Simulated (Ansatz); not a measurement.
# Rb2IrCl6: from the start to rest

Wanted: the geometry at rest of Rb2IrCl6 (a borrowed structure type, volume estimated), relaxing cell and atoms, and its electronic structure there.

Computed, not measured: Ansatz 0.2.0, DFT, r2SCAN, no spin polarisation, plane waves, PAW.

## (1) The system as given

The structure is trigonal, space group P-3m1 (No. 164). Conventional cell: a = 7.024 Å, b = 7.024 Å, c = 5.638 Å, α = 90.00°, β = 90.00°, γ = 120.00°. Around Ir (site symmetry -3m) lie 6 Cl at 2.27 Å. Rb (site symmetry 3m) is surrounded by 12 Cl at 3.47 to 3.62 Å. Cl (site symmetry m) has 1 Ir at 2.27 Å as nearest neighbours.

Coordinates:

```xyz
9
Lattice="3.5119 6.0829 0.0000 -3.5119 6.0829 0.0000 0.0000 0.0000 5.6385" Properties=species:S:1:pos:R:3 pbc="T T T"
Ir    0.0000    0.0000    2.8192
Rb    0.0004    8.1103    1.1468
Rb   -0.0004    4.0555    4.4917
Cl    0.0001    1.9039    1.5776
Cl    1.8630    5.1310    1.5776
Cl   -1.8632    5.1308    1.5776
Cl   -1.8632    7.0350    4.0608
Cl    0.0001   10.2618    4.0608
Cl    1.8630    7.0347    4.0608
```

The first density is read from a saved solution for the starting cell.

## (2) Relaxing

File input.yaml:

```yaml
crystal:
  lattice:
    - [3.51194975, 6.08287529, 0.0]
    - [-3.51194975, 6.08287529, 0.0]
    - [0.0, 0.0, 5.63848052]
  atoms:
    - { symbol: Ir, position: [0.0, 0.0, 0.5] }
    - { symbol: Rb, position: [0.6667, 0.6666, 0.20338] }
    - { symbol: Rb, position: [0.3333, 0.3334, 0.79662] }
    - { symbol: Cl, position: [0.15652, 0.15648, 0.2798] }
    - { symbol: Cl, position: [0.687, 0.15652, 0.2798] }
    - { symbol: Cl, position: [0.15648, 0.687, 0.2798] }
    - { symbol: Cl, position: [0.313, 0.84352, 0.7202] }
    - { symbol: Cl, position: [0.84352, 0.84348, 0.7202] }
    - { symbol: Cl, position: [0.84348, 0.313, 0.7202] }
  symmetry: { tolerance: 0.0003 }
kpoints:
  mp_grid: { grid: [5, 5, 6], shift: [0, 0, 0] }
magnetization:
  spin_polarized: false
scf:
  occupations: { method: fermi_dirac, width: 0.1036 }
  lower_state_search: "off"
hamiltonian:
  pseudopotentials: { kind: paw }
  xc: r2scan
basis:
  ecutwfc: 500
  fft_grid_basis: typed
relax:
  max_steps: 60
  cell: { p_target: 0.0 }
  f_tol: 0.03
output:
  forces: true
  stress: true
  eigenvalues: true
  bader: true
  populations: true
  elf: true
  write_potential: true
  volumetric_format: npy
  dos:
    e_range: [-12, 8]
    de: 0.05
    projected: { site_lists: { Cl: [Cl], Ir: [Ir], Rb: [Rb] } }
checkpoint:
  read: saved_state
```

Started as:

```sh
> ansatz run input.yaml --threads 2 --pin off --max-ram 3584MiB --backend cpu --events-out ev --progress --plain --runs-dir out
```

Q: Predict the outcome of this session. Wanted: moves; energy gained; largest move; cell; volume; pressure at the end; character; Bader charges.

**Answer**, as computed:

```
                                                 quantity                                                                      value
                                                    moves                                                                          4
                                            energy gained                                                              33.0 meV/atom
                                             largest move                                                                0.28 Å (Rb)
                     space group (0.01 Å), before / after                                                              P-3m1 / P-3m1
                                                     cell  a = 6.922 Å, b = 6.922 Å, c = 5.883 Å, α = 90.00°, β = 90.00°, γ = 60.00°
                                                   volume                                                     27.12 Å³/atom (+1.3 %)
                                      pressure at the end                                                                   0.04 GPa
           formation energy (elements from separate runs)                                                              -1.42 eV/atom
                                                character                                                                      metal
density of states, mean within 0.25 eV of the Fermi level                                                        7.4 per eV per cell
                                            Bader charges                                             Ir +1.23, Rb +0.88, Cl -0.50 e
```

What this shows: The volume grew by 1.3 %, and the largest move of an atom is 0.28 Å apart from the change of the cell; the energy fell by 33.0 meV per atom. The run held to 12 symmetry operations, so a lower structure without them is not ruled out. Bands cross the Fermi level: a metal; within 0.25 eV of the Fermi level the density of states averages 7.4 per eV per cell, mostly Ir d (51 %) and Cl p (47 %). Ir loses most charge (+1.23 e on average) and Cl gains most (-0.50 e). Set against separate runs on the elements (Ir fcc, Rb bcc, Cl2 molecule), it forms at -1.42 eV per atom, a bound cell by that test.

Keep in mind: an odd count of electrons without spin polarisation forces a partly filled band.
